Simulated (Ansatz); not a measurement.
# CH₅AlOSi: a ladder of functionals and wavefunction methods

One table from this session's results is given with a row withheld; the runs are named, their logs left out.

Computed with Ansatz 0.2.0, Gaussian basis. Level: functionals in def2-TZVPP, the program's frozen cores in correlated methods.

The runs, in order: LDA (SPW92), PBE-D4, revPBE-D4, BLYP-D4, r2SCAN-D4, B97M-V, PBE0-D4, B3LYP-D4, r2SCANh-D4, r2SCAN0-D4, HSE06-D4, BHLYP-D4, CAM-B3LYP-D4, LC-ωPBE, ωB97X-V, ωB97M-V, B2PLYP, PBE-QIDH; CCSD(T)/def2-SVP; CCSD(T)/def2-TZVPP; MP2/def2-QZVPP; extrapolation to the limit; RPA on PBE.

### The relaxed structure

All runs share one geometry, relaxed beforehand with PBE0-D4 in a triple-zeta def2 set.

9 atoms, charge 0, spin multiplicity 1.

Atoms are counted from 1 here; the program's logs count them from 0.

Bond lengths: C1–O2 1.440 Å, C1–Si4 1.934 Å, C1–H5 1.095 Å, C1–H6 1.095 Å, O2–Al3 1.723 Å, Al3–Si4 2.409 Å, Al3–H7 1.582 Å, Si4–H8 1.490 Å, Si4–H9 1.490 Å. Angles: O2–C1–Si4 104.5°, O2–C1–H5 109.7°, O2–C1–H6 109.7°, Si4–C1–H5 112.6°, Si4–C1–H6 112.6°, H5–C1–H6 107.7°, C1–O2–Al3 105.9°, O2–Al3–Si4 79.2°, O2–Al3–H7 124.8°, Si4–Al3–H7 156.0°, C1–Si4–Al3 70.3°, C1–Si4–H8 114.1°, C1–Si4–H9 114.1°, Al3–Si4–H8 122.5°, Al3–Si4–H9 122.5°, H8–Si4–H9 107.9°.

Set-up of the first run:

File in.yaml:

```yaml
crystal:
  periodic: [false, false, false]
  atoms:
    - {symbol: C, position_ang: [-0.494521, 0.806831, -0.506749]}
    - {symbol: O, position_ang: [0.904874, 0.869777, -0.840289]}
    - {symbol: Al, position_ang: [1.649210, -0.443325, -0.008753]}
    - {symbol: Si, position_ang: [-0.645477, -0.721887, 0.668704]}
    - {symbol: H, position_ang: [-1.086626, 0.695007, -1.421080]}
    - {symbol: H, position_ang: [-0.800824, 1.740983, -0.024421]}
    - {symbol: H, position_ang: [3.191685, -0.790565, -0.064455]}
    - {symbol: H, position_ang: [-1.509692, -1.814221, 0.138180]}
    - {symbol: H, position_ang: [-1.120130, -0.388899, 2.041765]}
basis:
  gaussian: {orbitals: def2-TZVPP}
hamiltonian: {xc: lda}
output: {orbitals: {seedname: orbitals}}
```

The run is started by

```bash
> ansatz run in.yaml --threads 2 --pin off --events-out ev --progress --plain --max-ram 4352MiB
```

Among the steps run: LDA; PBE-D4 (GGA); revPBE-D4 (GGA); BLYP-D4 (GGA); r2SCAN-D4 (meta-GGA); B97M-V (meta-GGA); B3LYP-D4 (hybrid); r2SCANh-D4 (hybrid); r2SCAN0-D4 (hybrid); HSE06-D4 (hybrid); BHLYP-D4 (hybrid); CAM-B3LYP-D4 (range-separated); LC-ωPBE (range-separated); ωB97X-V (range-separated); ωB97M-V (range-separated); B2PLYP (double hybrid); PBE-QIDH (double hybrid).

One table of the session follows, with a row left open; its other results are not shown here.

```
  functional  HOMO (eV)  LUMO (eV)  gap (eV)
 LDA (SPW92)      -6.19      -2.45      3.74
      PBE-D4      -6.10      -2.26      3.84
   revPBE-D4      -6.05      -2.18      3.88
     BLYP-D4      -5.97      -2.12      3.85
   r2SCAN-D4      -6.31      -2.04      4.27
      B97M-V      -6.37      -2.21      4.16
     PBE0-D4      -7.13      -1.51      5.62
    B3LYP-D4      -6.95      -1.68      5.27
  r2SCANh-D4      -6.69      -1.77      4.92
  r2SCAN0-D4      -7.26      -1.38      5.88
    HSE06-D4          ?          ?         ?
    BHLYP-D4      -8.06      -0.70      7.36
CAM-B3LYP-D4      -8.38      -0.52      7.86
     LC-ωPBE      -9.65       0.53     10.18
     ωB97X-V      -9.34       0.42      9.76
     ωB97M-V      -9.11       0.17      9.28
```

Q: Estimate the row for HSE06-D4 from the others.

**Answer.** HOMO (eV): -6.73; LUMO (eV): -1.88; gap (eV): 4.86. In the column «HOMO (eV)» it lies between B3LYP-D4 (-6.95) and r2SCANh-D4 (-6.69).
